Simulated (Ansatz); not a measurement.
# CH8GeSi2: one species, many methods

How much do the methods differ for CH8GeSi2? The plan is to run it at one geometry with functionals of several rungs and with coupled cluster. The yardstick is the atomisation energy at the CCSD(T) limit.

Method: functionals in def2-TZVPP, the program's frozen cores in correlated methods; program: Ansatz 0.2.0, Gaussian basis.

Levels to be run: PBE-D4, r2SCAN-D4, PBE0-D4, B3LYP-D4, ωB97X-V, ωB97M-V, B2PLYP; CCSD(T)/def2-TZVPP; MP2/def2-QZVPP; extrapolation to the limit.

### Step 1. The geometry

The geometry comes from an earlier relaxation with PBE0-D4 in a triple-zeta def2 set; it is a stationary point, not always the lowest conformer.

SMILES `[GeH3][CH]1[SiH2][SiH2]1`, 12 atoms, charge 0, spin multiplicity 1.

Atoms are counted from 1 here; the program's logs count them from 0.

Bond lengths: Ge1–C2 1.941 Å, Ge1–H5 1.540 Å, Ge1–H6 1.540 Å, Ge1–H7 1.540 Å, C2–Si3 1.895 Å, C2–Si4 1.895 Å, C2–H8 1.090 Å, Si3–Si4 2.242 Å, Si3–H9 1.482 Å, Si3–H10 1.482 Å, Si4–H11 1.482 Å, Si4–H12 1.482 Å. Angles: C2–Ge1–H5 110.7°, C2–Ge1–H6 110.7°, C2–Ge1–H7 108.7°, H5–Ge1–H6 109.2°, H5–Ge1–H7 108.7°, H6–Ge1–H7 108.7°, Ge1–C2–Si3 118.0°, Ge1–C2–Si4 118.0°, Ge1–C2–H8 111.1°, Si3–C2–Si4 72.5°, Si3–C2–H8 116.2°, Si4–C2–H8 116.2°, C2–Si3–Si4 53.7°, C2–Si3–H9 116.2°, C2–Si3–H10 116.0°, Si4–Si3–H9 121.0°, Si4–Si3–H10 123.1°, H9–Si3–H10 112.8° and more.

### Step 2. PBE-D4 (GGA)

Input file in.yaml:

```yaml
crystal:
  periodic: [false, false, false]
  atoms:
    - {symbol: Ge, position_ang: [-0.782898, 1.326568, -0.900271]}
    - {symbol: C, position_ang: [-0.492941, -0.070023, 0.416734]}
    - {symbol: Si, position_ang: [1.224230, -0.204016, 1.207920]}
    - {symbol: Si, position_ang: [0.277332, -1.700002, -0.168182]}
    - {symbol: H, position_ang: [-2.024974, 1.018198, -1.757606]}
    - {symbol: H, position_ang: [-0.968482, 2.692814, -0.213396]}
    - {symbol: H, position_ang: [0.448755, 1.399510, -1.822018]}
    - {symbol: H, position_ang: [-1.342792, -0.154499, 1.093363]}
    - {symbol: H, position_ang: [1.254391, -0.427323, 2.672652]}
    - {symbol: H, position_ang: [2.226162, 0.791189, 0.757416]}
    - {symbol: H, position_ang: [0.594713, -1.786987, -1.613514]}
    - {symbol: H, position_ang: [-0.336495, -2.940729, 0.361003]}
basis:
  gaussian: {orbitals: def2-TZVPP}
hamiltonian: {xc: pbe, dispersion: d4}
output: {forces: true, orbitals: {seedname: orbitals}}
```

Command:

```sh
$ ansatz run in.yaml --threads 4 --pin off --events-out ev --progress --plain --max-ram 10444MiB
```

The runs that follow: r2SCAN-D4 (meta-GGA); PBE0-D4 (hybrid); B3LYP-D4 (hybrid); ωB97X-V (range-separated); ωB97M-V (range-separated); B2PLYP (double hybrid); CCSD(T) in def2-TZVPP; MP2 in def2-QZVPP.

Q: Predict the results of all the runs planned. Wanted: atomisation energy, CCSD(T)/CBS; farthest; mean size of error, hybrid; mean size of error, range-separated; gap, smallest and largest; T1 diagnostic; triples share of the correlation energy.

As calculated:

| quantity | value |
| --- | --- |
| atomisation energy, CCSD(T)/CBS | 3647.3 kJ/mol |
| functionals within 36.5 kJ/mol (1.0 %) | PBE-D4, r2SCAN-D4, PBE0-D4, B3LYP-D4, ωB97X-V, ωB97M-V |
| farthest | B2PLYP (-74.8 kJ/mol) |
| mean size of error, hybrid | 33.9 kJ/mol |
| mean size of error, range-separated | 20.0 kJ/mol |
| gap, smallest and largest | 4.69 eV (PBE-D4), 10.62 eV (ωB97X-V) |
| T1 diagnostic | 0.0125 |
| triples share of the correlation energy | 3.9 % |

PBE-D4 misses by -26.3 kJ/mol. Double hybrids carry the basis error of their MP2 part in triple zeta, and no dispersion term here, so their miss is partly the set-up's. The reference freezes the cores and leaves out relativity and excitations past (T), and its outer-core shells are covered unevenly, so misses under about 36.5 kJ/mol can't be ranked. Hartree-Fock recovers 74 % of the binding; the rest is correlation. Orbital gaps span 4.7 to 10.6 eV; exact exchange widens them. Correlated methods include outer-core shells of Ge, which these sets cover unevenly.
